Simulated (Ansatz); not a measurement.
Write a Python script for the Ansatz DFT code, driven from Python that makes a rigid scan of one bond length of CH3F2Si, SMILES C[Si](F)F. Level of theory (for the species named): PBE, def2-SVP basis, multiplicity 2.

```xyz
7

C    -0.2358    0.6690   -0.1942
Si    0.7516   -0.8035   -0.0434
F     1.0607   -1.0148    1.4967
F    -0.0218   -2.0459   -0.5667
H    -0.5572    0.8872   -1.2674
H     0.2468    1.6153    0.1547
H    -1.1830    0.6247    0.3746
```

Script `ch3f2si_scan.py`:
```python
import warnings

import ansatz
import numpy as np

warnings.simplefilter('ignore', ansatz.DeckWarning)

ch3f2si = (
    ansatz.Crystal.molecule()
    .atom('C', (-0.2358, 0.669, -0.1942))
    .atom('Si', (0.7516, -0.8035, -0.0434))
    .atom('F', (1.0607, -1.0148, 1.4967))
    .atom('F', (-0.0218, -2.0459, -0.5667))
    .atom('H', (-0.5572, 0.8872, -1.2674))
    .atom('H', (0.2468, 1.6153, 0.1547))
    .atom('H', (-1.183, 0.6247, 0.3746))
)

symbols = [site.symbol for site in ch3f2si.cartesian_sites]
start = np.array([site.position_ang for site in ch3f2si.cartesian_sites])
axis = (start[6] - start[0]) / np.linalg.norm(start[6] - start[0])
moving = [6]
lengths, energies = [0.973, 1.017, 1.062, 1.106, 1.15, 1.194, 1.238, 1.305], []
for length in lengths:
    xyz = start.copy()
    xyz[moving] += (length - np.linalg.norm(start[6] - start[0])) * axis
    point = ansatz.Crystal.molecule()
    for symbol, place in zip(symbols, xyz):
        point = point.atom(symbol, place.tolist())
    base = (
        point.calculation()
        .basis(gaussian='def2-SVP')
        .functional('PBE')
        .spin('collinear', total=1)
    )
    r = base.run(threads=1, backend='cpu').report
    energies.append(r['free_energy_ev'])
    print(f'r = {length:6.3f} A  E = {energies[-1]:.5f} eV  <S^2> = {abs(r["mean_field"]["state"]["spin_squared"]):.3f}')

fit = np.polynomial.Polynomial.fit(lengths, np.array(energies) - min(energies), 4).convert()
roots = [r.real for r in fit.deriv().roots() if abs(r.imag) < 1e-9 and fit.deriv(2)(r.real) > 0]
r_e = min(roots, key=lambda r: abs(r - lengths[int(np.argmin(energies))]))
print(f'minimum of the fit at {r_e:.4f} A, force constant {fit.deriv(2)(r_e):.2f} eV/A^2')
```

```console
$ python ch3f2si_scan.py
r =  0.973 A  E = -14380.23376 eV  <S^2> = 0.751
r =  1.017 A  E = -14380.46694 eV  <S^2> = 0.751
r =  1.062 A  E = -14380.59809 eV  <S^2> = 0.751
r =  1.106 A  E = -14380.64441 eV  <S^2> = 0.751
r =  1.150 A  E = -14380.62793 eV  <S^2> = 0.751
r =  1.194 A  E = -14380.56305 eV  <S^2> = 0.751
r =  1.238 A  E = -14380.46129 eV  <S^2> = 0.751
r =  1.305 A  E = -14380.25568 eV  <S^2> = 0.751
minimum of the fit at 1.1146 A, force constant 30.82 eV/A^2
```

Reading the output:
- Total energies depend on the basis set; only differences at equal settings carry meaning.
- The rest of the molecule is held rigid at a force-field or estimated start geometry, and the basis set is modest; single-reference methods fail as a bond breaks.
- The species is open-shell (spin multiplicity 2).
- It ran for 16 s on 1 thread of Arm Neoverse V2, with other jobs on the host, peak memory 0.19 GiB.
